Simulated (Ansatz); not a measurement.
# C₂H₄BBr: small, medium and large basis sets

One table from this session's results is given with a row withheld; the runs are named, their logs left out.

The runs use Ansatz 0.2.0, Gaussian basis; one geometry, several basis sets.

Levels to be run: PBE0-D4/def2-SVP; ωB97M-V/def2-SVP; PBE0-D4/def2-QZVPP; ωB97M-V/def2-QZVPP; the functionals' def2-TZVPP values are taken from earlier runs.

## The relaxed structure

An earlier PBE0-D4 in a triple-zeta def2 set relaxation fixed the geometry.

SMILES `BrB1CC1`, 8 atoms, charge 0, spin multiplicity 1.

Atoms are counted from 1 here; the program's logs count them from 0.

Bond lengths: Br1–B2 1.873 Å, B2–C3 1.513 Å, B2–C4 1.513 Å, C3–C4 1.559 Å, C3–H5 1.086 Å, C3–H6 1.086 Å, C4–H7 1.086 Å, C4–H8 1.086 Å. Angles: Br1–B2–C3 149.0°, Br1–B2–C4 149.0°, C3–B2–C4 62.0°, B2–C3–C4 59.0°, B2–C3–H5 120.3°, B2–C3–H6 120.3°, C4–C3–H5 117.1°, C4–C3–H6 117.1°, H5–C3–H6 112.7°, B2–C4–C3 59.0°, B2–C4–H7 120.3°, B2–C4–H8 120.3°, C3–C4–H7 117.1°, C3–C4–H8 117.1°, H7–C4–H8 112.7°.

Set-up of the first run:

in.yaml reads:

```yaml
crystal:
  periodic: [false, false, false]
  atoms:
    - {symbol: Br, position_ang: [-2.586709, 0.831441, -0.543560]}
    - {symbol: B, position_ang: [-0.837849, 0.267135, -0.182422]}
    - {symbol: C, position_ang: [0.591375, 0.617208, 0.170721]}
    - {symbol: C, position_ang: [0.155341, -0.865042, -0.035245]}
    - {symbol: H, position_ang: [1.250961, 1.047947, -0.577412]}
    - {symbol: H, position_ang: [0.847208, 0.922377, 1.181516]}
    - {symbol: H, position_ang: [0.537863, -1.376316, -0.914193]}
    - {symbol: H, position_ang: [0.133912, -1.501850, 0.844694]}
basis:
  gaussian: {orbitals: def2-SVP}
hamiltonian: {xc: pbe0, dispersion: d4}
output: {orbitals: {seedname: orbitals}}
```

On the command line:

```console
> ansatz run in.yaml --threads 2 --pin off --events-out ev --progress --plain --max-ram 4352MiB
```

Steps of the session up to this table: PBE0-D4 in def2-SVP; ωB97M-V in def2-SVP; PBE0-D4 in def2-QZVPP; ωB97M-V in def2-QZVPP.

One of the session's tables, all rows but one given; the rest of the session is left out.

It belongs to the step «Density functionals: the series». 

```
functional       basis  HOMO (eV)
   PBE0-D4    def2-SVP      -7.12
   PBE0-D4  def2-TZVPP      -7.20
   PBE0-D4  def2-QZVPP      -7.22
   ωB97M-V    def2-SVP          ?
   ωB97M-V  def2-TZVPP      -9.43
   ωB97M-V  def2-QZVPP      -9.44
```

**Question.** Estimate the row for ωB97M-V, def2-SVP.

The run gave: HOMO (eV): -9.33. In the column «HOMO (eV)» it lies between ωB97M-V, def2-TZVPP (-9.43) and PBE0-D4, def2-QZVPP (-7.22).
